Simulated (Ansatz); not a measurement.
**CH8Al2BP: up Jacob's ladder to CCSD(T)**

One table from this session's results is given with a row withheld; the runs are named, their logs left out.

Method: functionals in def2-TZVPP, the program's frozen cores in correlated methods; program: Ansatz 0.2.0, Gaussian basis.

The runs, in order: LDA (SPW92), PBE-D4, revPBE-D4, BLYP-D4, r2SCAN-D4, B97M-V, PBE0-D4, B3LYP-D4, r2SCANh-D4, r2SCAN0-D4, HSE06-D4, BHLYP-D4, CAM-B3LYP-D4, LC-ωPBE, ωB97X-V, ωB97M-V, B2PLYP, PBE-QIDH; CCSD(T)/def2-SVP; CCSD(T)/def2-TZVPP; MP2/def2-QZVPP; extrapolation to the limit; RPA on PBE.

## The geometry

An earlier PBE0-D4 in a triple-zeta def2 set relaxation fixed the geometry.

13 atoms, charge 0, spin multiplicity 1.

Atoms are counted from 1 here; the program's logs count them from 0.

Bond lengths: Al1–C2 1.981 Å, Al1–Al5 2.570 Å, Al1–H6 1.577 Å, Al1–H7 1.739 Å, Al1–H12 1.747 Å, C2–B3 1.530 Å, C2–H8 1.096 Å, C2–H9 1.091 Å, B3–P4 1.915 Å, B3–H10 1.200 Å, P4–Al5 2.314 Å, P4–H11 1.422 Å, Al5–H7 1.768 Å, Al5–H12 1.740 Å, Al5–H13 1.576 Å. Angles: C2–Al1–Al5 95.4°, C2–Al1–H6 131.4°, C2–Al1–H7 107.2°, C2–Al1–H12 100.8°, Al5–Al1–H6 133.1°, Al5–Al1–H7 43.3°, Al5–Al1–H12 42.4°, H6–Al1–H7 111.3°, H6–Al1–H12 112.6°, H7–Al1–H12 82.3°, Al1–C2–B3 99.3°, Al1–C2–H8 101.4°, Al1–C2–H9 110.1°, B3–C2–H8 116.7°, B3–C2–H9 116.4°, H8–C2–H9 110.9°, C2–B3–P4 121.8°, C2–B3–H10 120.0° and more.

Set-up of the first run:

File in.yaml:

```yaml
crystal:
  periodic: [false, false, false]
  atoms:
    - {symbol: Al, position_ang: [-0.280192, 1.491189, -0.147242]}
    - {symbol: C, position_ang: [-1.640138, 0.077240, 0.130777]}
    - {symbol: B, position_ang: [-0.742978, -1.018156, 0.709240]}
    - {symbol: P, position_ang: [0.413857, -2.067067, -0.399821]}
    - {symbol: Al, position_ang: [1.654572, -0.128077, -0.636354]}
    - {symbol: H, position_ang: [-0.399162, 3.063422, -0.161486]}
    - {symbol: H, position_ang: [1.171858, 0.974351, 0.658867]}
    - {symbol: H, position_ang: [-2.006443, -0.075606, -0.890449]}
    - {symbol: H, position_ang: [-2.436760, 0.445341, 0.779235]}
    - {symbol: H, position_ang: [-0.684392, -1.179581, 1.896514]}
    - {symbol: H, position_ang: [1.244856, -2.618710, 0.613255]}
    - {symbol: H, position_ang: [0.557469, 0.867939, -1.547904]}
    - {symbol: H, position_ang: [3.167852, 0.133014, -0.989930]}
basis:
  gaussian: {orbitals: def2-TZVPP}
hamiltonian: {xc: lda}
output: {orbitals: {seedname: orbitals}}
```

Among the steps run: LDA; PBE-D4 (GGA); revPBE-D4 (GGA); BLYP-D4 (GGA); r2SCAN-D4 (meta-GGA); B97M-V (meta-GGA); PBE0-D4 (hybrid); B3LYP-D4 (hybrid); r2SCANh-D4 (hybrid); r2SCAN0-D4 (hybrid); HSE06-D4 (hybrid); BHLYP-D4 (hybrid); CAM-B3LYP-D4 (range-separated); LC-ωPBE (range-separated); ωB97X-V (range-separated); ωB97M-V (range-separated); B2PLYP (double hybrid); PBE-QIDH (double hybrid).

One table of the session follows, with a row left open; its other results are not shown here.

It belongs to the step «Frontier levels by functional». 

```
  functional  HOMO (eV)  gap (eV)
 LDA (SPW92)      -6.20      4.04
      PBE-D4      -6.12      4.17
   revPBE-D4      -6.07      4.22
     BLYP-D4      -5.95      4.22
   r2SCAN-D4      -6.33      4.68
      B97M-V      -6.48      4.79
     PBE0-D4      -7.16      6.08
    B3LYP-D4      -6.94      5.73
  r2SCANh-D4      -6.72      5.37
  r2SCAN0-D4      -7.30      6.39
    HSE06-D4      -6.77      5.31
    BHLYP-D4          ?         ?
CAM-B3LYP-D4      -8.36      8.35
     LC-ωPBE      -9.67     10.66
     ωB97X-V      -9.35     10.27
     ωB97M-V      -9.19      9.86
```

Estimate the missing values for BHLYP-D4.

Worked estimate for «HOMO (eV)». Against the share of exact exchange, BLYP-D4 (0, -5.95), B3LYP-D4 (0.2, -6.94) give a slope of -4.95 per unit share; at 0.5 the line stands at -8.42.

The run gave: HOMO (eV): -8.06; gap (eV): 7.94. In «HOMO (eV)» the line misses by -0.36.
